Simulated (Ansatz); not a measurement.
# AlN: the cost of one run

Computed with Ansatz 0.2.0, driven from Python. Level of theory: DFT PBE, plane waves, PAW.

## Step 1: Starting point

The structure is cubic, space group F-43m (No. 216). Conventional cell: a = 4.368 Å, b = 4.368 Å, c = 4.368 Å, α = 90.00°, β = 90.00°, γ = 90.00°. Al (site symmetry -43m) has 4 N at 1.89 Å as nearest neighbours. Around N (site symmetry -43m) lie 4 Al at 1.89 Å.

No structure file is read: the coordinates are typed or built in the script.

## Step 2: The script

run_mass.py reads:

```python
"""Effective masses of AlN by finite differences."""

import ansatz as az
import numpy as np

aln = (
    az.Lattice.of((0.0, 2.183994, 2.183994), (2.183994, 0.0, 2.183994), (2.183994, 2.183994, 0.0))
    .atom("Al", (0.0, 0.0, 0.0))
    .atom("N", (0.75, 0.75, 0.75))
)

calculation = (
    aln.calculation()
    .functional(az.Functional.PBE)
    .pseudopotentials("paw")
    .basis(17 * az.Ha)
    .kpoints(8, 8, 8, center="gamma")  # the mesh must be finer for metals
    .scf(tolerance=1e-10)
    .occupations("fixed")  # no smearing
)
# step 1: where the edges lie on the mesh
result = calculation.band_table().run(threads=1)
r = result.report
levels = np.array(r["eigenvalues_ev"])
filled = round(r["n_electrons"] / 2)
edges = {"top filled band": (filled - 1, levels[:, filled - 1].argmax()), "lowest empty band": (filled, levels[:, filled].argmin())}
gap = levels[:, filled].min() - levels[:, filled - 1].max()
print(f"gap on the mesh {gap:.3f} eV")
if gap <= 0.05:
    print("no gap: band-edge masses have no meaning here")
    edges = {}
reciprocal = 2 * np.pi * np.linalg.inv(result.lattice.cell_ang).T
step = 0.01  # 1/A

# m/m_e = (hbar^2/m_e) / (d2E/dk2), with hbar^2/m_e = 7.61996 eV A^2
# a slope that is not zero means that the extremum lies off this mesh point
pairs = [(0, 1), (0, 2), (1, 2)]
moves = [sign * axis for axis in np.eye(3) for sign in (-1, 1)]
moves += [s1 * np.eye(3)[i] + s2 * np.eye(3)[j] for i, j in pairs for s1 in (1, -1) for s2 in (1, -1)]
for name, (band, index) in edges.items():
    together = int(np.sum(np.abs(levels[index] - levels[index, band]) < 2e-3))
    print(name, "at k =", np.round(r["kpoints_frac"][index], 4), f"E = {levels[index, band]:.4f} eV, degeneracy {together}")
    centre = np.array(r["kpoints_frac"][index]) @ reciprocal
    points = [centre] + [centre + step * move for move in moves]
    table = calculation.band_structure(points, intervals=1, cartesian=True).run(threads=1).band_structure().channels[0].eigenvalues_ev
    if together > 1:
        level = np.flatnonzero(np.abs(levels[index] - levels[index, band]) < 2e-3)
        along = (table[1, level] + table[2, level] - 2 * table[0, level]) / step ** 2
        print("  degenerate level, no single mass tensor; masses of its branches along x:", np.round(7.61996 / along, 3), "m_e")
        continue
    e = table[:, band]
    hessian = np.diag((e[1:7:2] + e[2:7:2] - 2 * e[0]) / step ** 2)
    for (i, j), (pp, pm, mp, mm) in zip(pairs, e[7:].reshape(3, 4)):
        hessian[i, j] = hessian[j, i] = (pp - pm - mp + mm) / (4 * step ** 2)
    curvatures, axes = np.linalg.eigh(hessian)
    slope = (e[2:7:2] - e[1:7:2]) / (2 * step)
    print("  slope (eV A):", np.round(slope, 3) + 0.0, "" if np.abs(slope).max() < 0.05 else "- no extremum here, so these are local curvatures and no band-edge masses")
    for curvature, axis in zip(curvatures, axes.T):
        print(f"  principal mass {7.61996 / curvature:8.3f} m_e along", np.round(axis, 2) + 0.0)
```

## Step 3: The calls as engine input

The engine receives this input (first run):

```yaml
crystal:
  lattice:
    - [0.0, 2.183994, 2.183994]
    - [2.183994, 0.0, 2.183994]
    - [2.183994, 2.183994, 0.0]
  atoms:
    - { symbol: Al, position: [0.0, 0.0, 0.0] }
    - { symbol: "N", position: [0.75, 0.75, 0.75] }
basis:
  ecutwfc: 462.593566181796
kpoints:
  mp_grid:
    grid: [8, 8, 8]
    shift: [0.0, 0.0, 0.0]
hamiltonian:
  xc: pbe
  pseudopotentials:
    kind: paw
scf:
  convergence:
    dr2_threshold: 1.0e-10
  occupations:
    method: fixed
output:
  eigenvalues: true
```

## Step 4: Running it

On the command line:

```sh
$ python run_mass.py
```

Q: Estimate wall time and peak memory on 1 thread of Arm Neoverse V2, shared host.

About 2.6 s, with a peak of 0.33 GiB.
